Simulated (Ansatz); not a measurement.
# Y2H2C: an axial (c/a) deformation path

One table from this session's results is given with a row withheld; the runs are named, their logs left out.

Computed with Ansatz 0.2.0 (DFT r2SCAN, scalar-relativistic, plane waves, PAW, unless a step's input says otherwise).

## The structure to begin with

The structure is trigonal, space group P-3m1 (No. 164). The conventional cell has a = 3.656 Å, b = 3.656 Å, c = 5.997 Å, α = 90.00°, β = 90.00°, γ = 120.00°. Y (site symmetry 3m) has 4 H at 2.28 to 2.33 Å and 3 C at 2.51 Å in its first shell of neighbours. H (site symmetry 3m) is surrounded by 4 Y at 2.28 to 2.33 Å. Around C (site symmetry -3m) lie 6 Y at 2.51 Å.

Structure file:

```
CELL_PARAMETERS angstrom
3.65560 0.00000 0.00000
-1.82780 3.16584 0.00000
0.00000 0.00000 5.99730
ATOMIC_POSITIONS crystal
Y 0.33333 0.66667 0.22650
Y 0.66667 0.33333 0.77350
H 0.33333 0.66667 0.60700
H 0.66667 0.33333 0.39300
C 0.00000 0.00000 0.00000
```

No relaxation comes first: the listed cell is the starting point.

The first run:

input.yaml

```yaml
crystal:
  lattice:
    - [3.6555989322, 0.0, 0.0]
    - [-1.8277994661, 3.1658415413, 0.0]
    - [0.0, 0.0, 5.9973]
  atoms:
    - { symbol: "Y", position: [0.3333333333, 0.6666666667, 0.2265] }
    - { symbol: "Y", position: [0.6666666667, 0.3333333333, 0.7735] }
    - { symbol: H, position: [0.3333333333, 0.6666666667, 0.607] }
    - { symbol: H, position: [0.6666666667, 0.3333333333, 0.393] }
    - { symbol: C, position: [0.0, 0.0, 0.0] }
basis:
  ecutwfc: 500
kpoints:
  mp_grid: { grid: [18, 18, 10] }
hamiltonian:
  xc: r2scan
scf:
  occupations: { method: gaussian, width: 0.15 }
output:
  forces: true
  stress: true
  eigenvalues: true
```

Launch:

```sh
$ ansatz run input.yaml --threads 1 --pin off --max-ram 2560MiB --backend cpu --events-out ev --progress --plain --runs-dir out
```

Among the steps run: The reference: the undisturbed cell on the scan's mesh; ρ = 0.850; At ρ = 1.200; Point ρ = 0.920; At ρ = 1.100.

One table of the session follows, with a row left open; its other results are not shown here.

The scan, with free energies counted from the undisturbed cell:

| ρ | ΔE (meV/atom) | pressure (GPa) |
| --- | --- | --- |
| 0.850 | 112.1 | 1.2 |
| 0.920 | ? | ? |
| 1.000 | 0.0 | 0.4 |
| 1.100 | 46.7 | 0.5 |
| 1.200 | 162.7 | 1.1 |

Estimate the missing values for ρ = 0.920.

Worked estimate for «ΔE (meV/atom)». A straight line through the neighbours (0.850, 112.1) and (1.000, 0.0) gives 112.1 + (0.0 − 112.1) × (0.920 − 0.850) / (1.000 − 0.850) = 59.8; a parabola fitted to 3 rows on both sides gives 32.6.

As computed: ΔE (meV/atom): 29.3; pressure (GPa): 0.6. In «ΔE (meV/atom)» the line misses by +30.5 and the parabola by +3.3.
